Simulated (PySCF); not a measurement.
# HBr (hydrogen bromide) at FCI/SBKJC (core potential)

Aim: the vertical singlet–triplet gap of HBr (hydrogen bromide) at FCI/SBKJC (core potential), from 2 runs. Input form: a Python script.

The calculation is run with PySCF 2.14.0.

12 further runs of the same task are left out: 3 that didn't finish, 9 set aside as unsound or not needed.

### 1 Starting point

HBr: 2 atoms, total charge 0, spin state singlet. As SMILES, `Br`. The coordinates come from a PBE0-D4/def2-TZVP relaxation.

Bond lengths: Br1–H2 1.420 Å.

### 2 The energy at FCI/SBKJC (core potential)

Input file input.py:

```python
from pyscf import gto, scf, mcscf
from pyscf import fci

mol = gto.M(
    atom='''
Br      -0.603220       0.217960      -0.305050
H        0.603220      -0.217960       0.305050
''',
    basis='sbkjc',
    charge=0,
    verbose=4,
    ecp={'Br': 'sbkjc'},
    max_memory=1860,
)

myscf = scf.RHF(mol)
myscf.conv_tol = 1e-10
myscf.kernel()
if not myscf.converged:
    myscf = myscf.newton().run(myscf.mo_coeff, myscf.mo_occ)

cas = mcscf.CASCI(myscf, myscf.mo_coeff.shape[-1] - 0, (mol.nelec[0] - 0, mol.nelec[1] - 0))  # full CI above the frozen core
cas.fcisolver = fci.direct_spin0.FCI(mol)  # even spin states alone
cas.kernel()
print('<S^2> = %.4f' % cas.fcisolver.spin_square(cas.ci, cas.ncas, cas.nelecas)[0])
e_tot = cas.e_tot
print('Final energy', e_tot)
```

Run with:

```sh
$ OMP_NUM_THREADS=1 python input.py
```

The program printed:

```text
PySCF version 2.14.0

[INPUT] num. atoms = 2
[INPUT] num. electrons = 8
[INPUT] charge = 0
[INPUT] spin (= nelec alpha-beta = 2S) = 0
[INPUT] symmetry False subgroup None
[INPUT] Mole.unit = angstrom
[INPUT] Symbol           X                Y                Z      unit          X                Y                Z       unit  Magmom
[INPUT]  1 Br    -0.603220000000   0.217960000000  -0.305050000000 AA   -1.139920592860   0.411884706110  -0.576460954299 Bohr   0.0
[INPUT]  2 H      0.603220000000  -0.217960000000   0.305050000000 AA    1.139920592860  -0.411884706110   0.576460954299 Bohr   0.0

nuclear repulsion = 2.60775000272955
number of shells = 6
number of NR pGTOs = 23
number of NR cGTOs = 10
basis = sbkjc
ecp = {'Br': 'sbkjc'}

******** <class 'pyscf.scf.hf.RHF'> ********
method = RHF
initial guess = minao
damping factor = 0
level_shift factor = 0
DIIS = <class 'pyscf.scf.diis.CDIIS'>
diis_start_cycle = 1
diis_space = 8
diis_damp = 0
SCF conv_tol = 1e-10
SCF conv_tol_grad = None
SCF max_cycles = 50
direct_scf = True
direct_scf_tol = 1e-13
Set gradient conv threshold to 1e-05
Initial guess from minao.
init E= -13.2910326444046
  HOMO = -0.265919524932492  LUMO = 0.178940659822129  gap/eV = 12.10526
cycle= 1 E= -13.696530290609  delta_E= -0.405  |g|= 0.124  |ddm|= 1.82
  HOMO = -0.432291489097708  LUMO = 0.141489057664508  gap/eV = 15.61336
cycle= 2 E= -13.7051364053678  delta_E= -0.00861  |g|= 0.0158  |ddm|= 0.254
  HOMO = -0.436523013064133  LUMO = 0.155694215985327  gap/eV = 16.11505
cycle= 3 E= -13.7053057416035  delta_E= -0.000169  |g|= 0.00311  |ddm|= 0.0498
  HOMO = -0.434202015841797  LUMO = 0.157599538771137  gap/eV = 16.10374
cycle= 4 E= -13.7053121718975  delta_E= -6.43e-06  |g|= 0.000685  |ddm|= 0.00931
  HOMO = -0.434616473249188  LUMO = 0.15755207013549  gap/eV = 16.11373
cycle= 5 E= -13.7053124551919  delta_E= -2.83e-07  |g|= 6.34e-05  |ddm|= 0.00193
  HOMO = -0.43461334265102  LUMO = 0.157568184597316  gap/eV = 16.11408
cycle= 6 E= -13.7053124580958  delta_E= -2.9e-09  |g|= 5.67e-06  |ddm|= 0.000193
  HOMO = -0.434613425459384  LUMO = 0.157566106384662  gap/eV = 16.11403
cycle= 7 E= -13.7053124581191  delta_E= -2.33e-11  |g|= 3.04e-07  |ddm|= 1.97e-05
  HOMO = -0.434613326061282  LUMO = 0.157566424903525  gap/eV = 16.11403
Extra cycle  E= -13.7053124581192  delta_E= -5.33e-14  |g|= 5.62e-08  |ddm|= 6.25e-07
converged SCF energy = -13.7053124581192

******** <class 'pyscf.mcscf.casci.CASCI'> ********
CAS (4e+4e, 10o), ncore = 0, nvir = 0
natorb = False
canonicalization = True
sorting_mo_energy = False
******** <class 'pyscf.fci.direct_spin0.FCISolver'> ********
max. cycles = 100
conv_tol = 1e-10
davidson only = False
linear dependence = 1e-14
level shift = 0.001
max iter space = 12
nroots = 1
pspace_size = 400
spin = None
Density matrix diagonal elements [1.99462603 1.96392651 1.99132886 1.99132886 0.02952484 0.00645953
 0.00828512 0.00828512 0.0024212  0.00381392]
CASCI converged
CASCI E = -13.7466425079747  E(CI) = -16.3543925107042  S^2 = 0.0000000
<S^2> = 0.0000
Final energy -13.746642507974675
```

It took 0.96 s on 1 thread of Arm Neoverse V1, shared host; peak memory 0.12 GiB.

### 3 The triplet at the same level

Input file calc.py:

```python
from pyscf import gto, mcscf

system = gto.M(
    atom=[
    ('Br', (-0.603220, 0.217960, -0.305050)),
    ('H', (0.603220, -0.217960, 0.305050)),
],
    spin=2,
    basis='sbkjc',
    ecp={'Br': 'sbkjc'},
    max_memory=1860,
    verbose=3,
)

hf = system.ROHF()
hf.conv_tol = 1e-10
hf.kernel()
if not hf.converged:
    hf = hf.newton().run(hf.mo_coeff, hf.mo_occ)

cas = mcscf.CASCI(hf, hf.mo_coeff.shape[-1] - 0, (system.nelec[0] - 0, system.nelec[1] - 0))  # full CI above the frozen core
cas.fix_spin_(ss=2.0)
cas.kernel()
etot = cas.e_tot
print('Final energy', etot)
```

Run with:

```sh
$ OMP_NUM_THREADS=1 python calc.py
```

The program printed:

```text
converged SCF energy = -13.4624964348248
CASCI E = -13.4844767236777  E(CI) = -16.0922267264073  S^2 = 2.0000000
Final energy -13.484476723677743
```

Wall time 1.1 s (1 thread of Arm Neoverse V1, shared host); peak memory 0.12 GiB.

### 4 Summary of results

At FCI/SBKJC (core potential):

| quantity | value |
| --- | --- |
| singlet: total energy | -13.74664 Eh |
| singlet: dipole moment (Hartree–Fock density) | 1.52 D |
| singlet: HOMO energy (Hartree–Fock orbitals) | -11.83 eV |
| singlet: LUMO energy (Hartree–Fock orbitals) | 4.29 eV |
| singlet: HOMO–LUMO gap (Hartree–Fock orbitals) | 16.11 eV |
| singlet: correlation energy | -41.3 mEh |
| triplet: total energy | -13.48448 Eh |
| triplet: dipole moment (Hartree–Fock density) | 0.68 D |
| triplet: correlation energy | -22.0 mEh |
| vertical energy of the triplet above the singlet | 7.134 eV |

**Reading.** At this shape the triplet lies 7.13 eV (165 kcal/mol) above the singlet.
